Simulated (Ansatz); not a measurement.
# ClH₂NSn: a ladder of functionals and wavefunction methods

The task here is to estimate one member of a computed series from the others.

Computed with Ansatz 0.2.0, Gaussian basis. Level: functionals in def2-TZVPP, the program's frozen cores in correlated methods.

Plan: LDA (SPW92), PBE-D4, revPBE-D4, BLYP-D4, r2SCAN-D4, B97M-V, PBE0-D4, B3LYP-D4, r2SCANh-D4, r2SCAN0-D4, HSE06-D4, BHLYP-D4, CAM-B3LYP-D4, LC-ωPBE, ωB97X-V, ωB97M-V, B2PLYP, PBE-QIDH; CCSD(T)/def2-SVP; CCSD(T)/def2-TZVPP; MP2/def2-QZVPP; extrapolation to the limit; RPA on PBE.

## Structure used throughout

An earlier PBE0-D4 in a triple-zeta def2 set relaxation fixed the geometry. Sn takes the def2 core potential; no spin-orbit term is included.

SMILES `[NH2][Sn][Cl]`, 5 atoms, charge 0, spin multiplicity 1.

Atoms are counted from 1 here; the program's logs count them from 0.

Bond lengths: N1–Sn2 2.004 Å, N1–H4 1.009 Å, N1–H5 1.008 Å, Sn2–Cl3 2.386 Å. Angles: Sn2–N1–H4 123.1°, Sn2–N1–H5 124.8°, H4–N1–H5 112.1°, N1–Sn2–Cl3 93.3°.

The first run:

Contents of in.yaml:

```yaml
crystal:
  periodic: [false, false, false]
  atoms:
    - {symbol: N, position_ang: [-0.543767, 0.346235, -0.405905]}
    - {symbol: Sn, position_ang: [-0.283685, -1.049767, 1.008206]}
    - {symbol: Cl, position_ang: [2.093638, -0.849413, 0.963442]}
    - {symbol: H, position_ang: [0.222429, 0.835231, -0.844996]}
    - {symbol: H, position_ang: [-1.438815, 0.644113, -0.762247]}
basis:
  gaussian: {orbitals: def2-TZVPP}
hamiltonian: {xc: lda}
output: {orbitals: {seedname: orbitals}}
```

On the command line:

```bash
> ansatz run in.yaml --threads 4 --pin off --events-out ev --progress --plain --max-ram 10444MiB
```

Steps of the session up to this table: LDA; PBE-D4 (GGA); revPBE-D4 (GGA); BLYP-D4 (GGA); r2SCAN-D4 (meta-GGA); B97M-V (meta-GGA); PBE0-D4 (hybrid); B3LYP-D4 (hybrid); r2SCANh-D4 (hybrid); r2SCAN0-D4 (hybrid); HSE06-D4 (hybrid); BHLYP-D4 (hybrid); CAM-B3LYP-D4 (range-separated); LC-ωPBE (range-separated); ωB97X-V (range-separated); ωB97M-V (range-separated); B2PLYP (double hybrid); PBE-QIDH (double hybrid).

One of the session's tables, all rows but one given; the rest of the session is left out.

It belongs to the step «Frontier levels by functional». 

```
  functional  HOMO (eV)  LUMO (eV)  gap (eV)
 LDA (SPW92)      -6.55      -2.98      3.57
      PBE-D4      -6.34      -2.74      3.60
   revPBE-D4      -6.27      -2.65      3.62
     BLYP-D4      -6.19      -2.66      3.52
   r2SCAN-D4      -6.64      -2.68      3.97
      B97M-V      -6.61      -2.68      3.94
     PBE0-D4      -7.51      -2.09      5.43
    B3LYP-D4      -7.35      -2.31      5.04
  r2SCANh-D4      -7.13      -2.43      4.70
  r2SCAN0-D4      -7.72      -2.05      5.66
    HSE06-D4      -7.12      -2.45      4.67
    BHLYP-D4      -8.46      -1.39      7.07
CAM-B3LYP-D4      -8.77      -1.18      7.59
     LC-ωPBE      -9.97      -0.14      9.83
     ωB97X-V      -9.68      -0.21      9.47
     ωB97M-V          ?          ?         ?
```

**Question.** Estimate the row for ωB97M-V.

**Answer.** HOMO (eV): -9.60; LUMO (eV): -0.35; gap (eV): 9.25. In the column «HOMO (eV)» it lies between ωB97X-V (-9.68) and CAM-B3LYP-D4 (-8.77).
